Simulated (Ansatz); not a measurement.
What does this script print? It uses the Ansatz DFT code, driven from Python.

Contents of `tepd3.extxyz`:
```text
4
Lattice="2.480263 -2.49242554 0.0 2.480263 2.49242554 0.0 0.0 0.0 5.69533359" Properties=species:S:1:pos:R:3 pbc="T T T"
Te    0.00000000    0.00000000    0.00000000
Pd    2.48026300    0.00000000    4.26062210
Pd    0.00000000    0.00000000    2.84766679
Pd    2.48026300    0.00000000    1.43471148
```

The script, `run_pipeline.py`:
```python
"""Relax TePd3, then bands and states at the relaxed cell."""

import ansatz as az
import numpy as np


def count_gap(report):
    # lowest empty less highest filled band, counting bands; zero where they overlap
    return max(report.get("gap_by_band_count_ev") or 0.0, 0.0)


def setup_for(crystal, spacing):
    return (
        crystal.calculation()
        .scf(tolerance=1e-05)
        .functional("lda")
        .basis(470)
        .occupations(az.OccupationsMethod.COLD, width=0.3)
        .kpoints(spacing=spacing)
    )

system = az.Crystal.from_extxyz("tepd3.extxyz")

relaxed = setup_for(system, 0.34).relax(cell=True, force_tolerance=0.02, max_steps=40).checkpoint(write="relax.run", compress=False).run()
cell = np.asarray(relaxed.lattice.cell_ang)
print("relaxed edges (A):", np.linalg.norm(cell, axis=1).round(4), " volume:", round(abs(np.linalg.det(cell)), 3), "A^3")
for site in relaxed.lattice.sites:
    print(" ", site.symbol, np.round(site.position_frac, 4) + 0.0)

final = az.Crystal.from_checkpoint("relax.run")
out = setup_for(final, 0.26).functional("pbesol").stress().band_table().density_of_states(energy_step=0.05).run()
r = out.report
dos = out.density_of_states()
print(f"pressure at the relaxed cell {np.trace(r['stress_gpa']) / 3:.3f} GPa, gap by band count {count_gap(r):.3f} eV")
if count_gap(r) == 0:
    print("states/eV at the Fermi level:", round(float(np.interp(dos.fermi_ev, dos.energies_ev, dos.spin_summed_g_bin_mean_per_ev)), 3))
```

Running `python run_pipeline.py` prints:
```text
DeckWarning: scf.convergence.dr2_threshold = 1e-5 eV is looser than this run's default, which is 1e-7 eV or tighter. The error in the forces grows as the threshold's square root, so leave the key out unless less accurate forces are enough
DeckWarning: relax.cell: scf.convergence.dr2_threshold = 1e-5 eV is looser than the 4e-10 eV advised for a relaxation that steers and ends on the stress (1e-10 eV for each atom of the cell: 4). What [...]
relaxed edges (A): [3.443  3.443  5.4602]  volume: 64.726 A^3
  Te [0. 0. 0.]
  Pd [0.5    0.5    0.7473]
  Pd [0.  0.  0.5]
  Pd [0.5    0.5    0.2527]
DeckWarning: crystal.checkpoint: the structure is that of relax.run, a `relax` run, at its step 6: its result, under lda at a charge of 0 e; 4 atoms read, 0 with a starting moment [...]
DeckWarning: 8 symmetry operations that the atoms keep within the bar at which the run's group was sought (crystal.symmetry.tolerance 1.0e-5, or twice it) were not taken beside the 8 unitary ones [...]
DeckWarning: output.stress: scf.convergence.dr2_threshold = 1e-5 eV is looser than the 4e-10 eV advised for a printed stress (1e-10 eV for each atom of the cell: 4). What an SCF threshold leaves in a [...]
pressure at the relaxed cell 4.238 GPa, gap by band count 0.000 eV
states/eV at the Fermi level: 1.021
```
(Warnings from the package without file and line, shortened.)

These settings explore the input space; cutoff and mesh may be short of convergence. For a metal this k-point mesh is coarse: on a finer one energies can move by several to tens of meV an atom and pressures by half a GPa or more, differences at one mesh by less. The zero of the levels is a convention of the potentials, so an absolute Fermi energy is no work function. Within a few hundredths of an angstrom the cell has the higher group P4/mmm; the lower one is a small distortion. A gap by band count of zero or less means overlapping bands, a metal. The cell relaxed to the group P4/mmm; tensors and edges are in the axes of the typed cell. This cell is a computed structure, which may not be the phase found in nature. Levels are Kohn-Sham eigenvalues on this mesh, without spin-orbit coupling. Where the second run takes another functional or mesh than the relaxation, its pressure isn't zero; pressure is positive in compression. The computed bands are complete only to about 5.8 eV above the Fermi level; beyond that the density of states is undercounted. The whole script took 35 s on 1 thread of Arm Neoverse V2, on a shared host, peak memory 0.51 GiB.
